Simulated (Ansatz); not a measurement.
# SnH3F (SMILES [F][SnH3]): functionals against CCSD(T) at one geometry

Aim: energy, forces and dipole at a structure displaced at random from a GFN2-xTB minimum, from CCSD(T) and from density functionals.

Program: Ansatz 0.2.0, Gaussian basis. Level of theory: single points in def2-TZVPP. These are calculated values, not measurements.

Correlated methods freeze the cores. Filled d shells of the heavier atoms are correlated. Core potentials replace the inner electrons past krypton, and spin-orbit coupling is left out.

### 1 Starting geometry

5 atoms, charge 0, spin multiplicity 1.

Atoms are counted from 1 here; the program's logs count them from 0.

Bond lengths: F1–Sn2 1.984 Å, Sn2–H3 1.633 Å, Sn2–H4 1.751 Å, Sn2–H5 1.698 Å. Angles: F1–Sn2–H3 103.0°, F1–Sn2–H4 100.0°, F1–Sn2–H5 104.2°, H3–Sn2–H4 114.3°, H3–Sn2–H5 119.4°, H4–Sn2–H5 112.7°.

Coordinates:

```xyz
5
FH3Sn
F    -1.35410    0.69730    0.97510
Sn    0.10430   -0.08060   -0.12290
H    -0.54500   -0.12110   -1.62060
H     0.25420   -1.64920    0.64020
H     1.43750    0.92690    0.18020
```

### 2 CCSD(T)/def2-TZVPP

Input file run/in.yaml:

```yaml
crystal:
  periodic: [false, false, false]
  atoms:
    - {symbol: F, position_ang: [-1.354100, 0.697300, 0.975100]}
    - {symbol: Sn, position_ang: [0.104300, -0.080600, -0.122900]}
    - {symbol: H, position_ang: [-0.545000, -0.121100, -1.620600]}
    - {symbol: H, position_ang: [0.254200, -1.649200, 0.640200]}
    - {symbol: H, position_ang: [1.437500, 0.926900, 0.180200]}
basis:
  gaussian: {orbitals: def2-TZVPP}
correlation: {method: ccsd_t}
output: {forces: true}
```

No record of the launch command was kept for these runs.

### 3 PBE0-D4/def2-TZVPP

Changes to run/in.yaml since step 2:

```diff
@@ -10,3 +10,3 @@
   gaussian: {orbitals: def2-TZVPP}
-correlation: {method: ccsd_t}
-output: {forces: true}
+hamiltonian: {xc: pbe0, dispersion: d4}
+output: {forces: true, orbitals: {seedname: orbitals}}
```

### 4 wB97M-V/def2-TZVPP

Changes to run/in.yaml since step 3:

```diff
@@ -10,3 +10,3 @@
   gaussian: {orbitals: def2-TZVPP}
-hamiltonian: {xc: pbe0, dispersion: d4}
-output: {forces: true, orbitals: {seedname: orbitals}}
+hamiltonian: {xc: {name: wB97M-V}}
+output: {forces: true}
```

### 5 r2SCAN-D4/def2-TZVPP

Changes to run/in.yaml since step 4:

```diff
@@ -10,3 +10,3 @@
   gaussian: {orbitals: def2-TZVPP}
-hamiltonian: {xc: {name: wB97M-V}}
+hamiltonian: {xc: r2scan, dispersion: d4}
 output: {forces: true}
```

### 6 PBE-D4/def2-TZVPP

Changes to run/in.yaml since step 5:

```diff
@@ -10,3 +10,3 @@
   gaussian: {orbitals: def2-TZVPP}
-hamiltonian: {xc: r2scan, dispersion: d4}
+hamiltonian: {xc: pbe, dispersion: d4}
 output: {forces: true}
```

### 7 r2SCAN0-D4/def2-TZVPP

Changes to run/in.yaml since step 6:

```diff
@@ -10,3 +10,3 @@
   gaussian: {orbitals: def2-TZVPP}
-hamiltonian: {xc: pbe, dispersion: d4}
+hamiltonian: {xc: {name: r2SCAN0}, dispersion: d4}
 output: {forces: true}
```

### 8 revPBE-D4/def2-TZVPP

Changes to run/in.yaml since step 7:

```diff
@@ -10,3 +10,3 @@
   gaussian: {orbitals: def2-TZVPP}
-hamiltonian: {xc: {name: r2SCAN0}, dispersion: d4}
+hamiltonian: {xc: {name: revPBE}, dispersion: d4}
 output: {forces: true}
```

(Steps that only read results are left out.)

What does the calculation give? Wanted: energy less free atoms, CCSD(T)/def2-TZVPP; RMS force component; RMS force error; HOMO and LUMO, PBE0-D4; T1 diagnostic.

**Answer**, as computed:

```
                                  quantity                                                                                                value
energy less free atoms, CCSD(T)/def2-TZVPP                                                                                           -12.702 eV
                       RMS force component                                                                 0.602 to 0.763 eV/Å over the methods
                           RMS force error  PBE0-D4 0.085, wB97M-V 0.065, r2SCAN-D4 0.099, PBE-D4 0.273, r2SCAN0-D4 0.044, revPBE-D4 0.319 eV/Å
                    HOMO and LUMO, PBE0-D4                                                                                   -9.23 and -1.02 eV
                             T1 diagnostic                                                                                                0.014
```

Against CCSD(T) the functionals' energies less atoms differ by -0.180 to +0.198 eV, PBE-D4 by -0.115 eV. CCSD(T) in triple zeta still lacks some correlation energy of the bonds, so part of these gaps is its own basis error and they don't rank the functionals. The forces of r2SCAN0-D4 come nearest to CCSD(T), those of revPBE-D4 are farthest.
